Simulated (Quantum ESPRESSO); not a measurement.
## ZrSeS: equation of state with PBE

ZrSeS:

```xyz
3
Lattice="3.7500 0.0000 0.0000 -1.8750 3.2476 0.0000 0.0000 0.0000 6.2348" Properties=species:S:1:pos:R:3 pbc="T T T"
Zr    0.0000    0.0000    0.0780
Se    1.8750    1.0825    4.6972
S     0.0000    2.1651    1.4596
```

The cell comes from a database or a generator and needn't be the stable form of this composition.

```yaml
Program: Quantum ESPRESSO 7.5
Task: equation of state
Functional: PBE
Potentials_or_basis: SSSP 1.3 efficiency PBE
Cutoff: 748 eV
Density_cutoff: 5987 eV
k_mesh: 8 × 8 × 5
Occupations: fermi-dirac, width 0.05 eV
Spin: no spin polarisation
Mixing_beta: 0.5
Most_SCF_iterations: 120
SCF_threshold: 6e-10 Ry
```

| Property | Result |
| --- | --- |
| Equilibrium volume | 25.46 Å³/atom |
| Bulk modulus at fixed shape and positions | 80 GPa |
| Pressure derivative of the bulk modulus | 4.1 |

Energy against volume, from the lowest point:
```
volume (Å³/atom)  energy (meV/atom)
          23.792              30.23
          24.298              14.02
          24.804               4.15
          25.311               0.00
          25.817               1.02
          26.323               6.72
          26.829              16.64
```

All runs of the series together: 10 min on 1 thread of Arm Neoverse V1 (shared host).

Caveat: the cell was scaled at fixed shape and fractional positions, which overstates the stiffness of a crystal with free parameters, most of all of layers and chains; this functional lacks dispersion, which binds the layers, so the pressure and a relaxed spacing across them are unreliable.
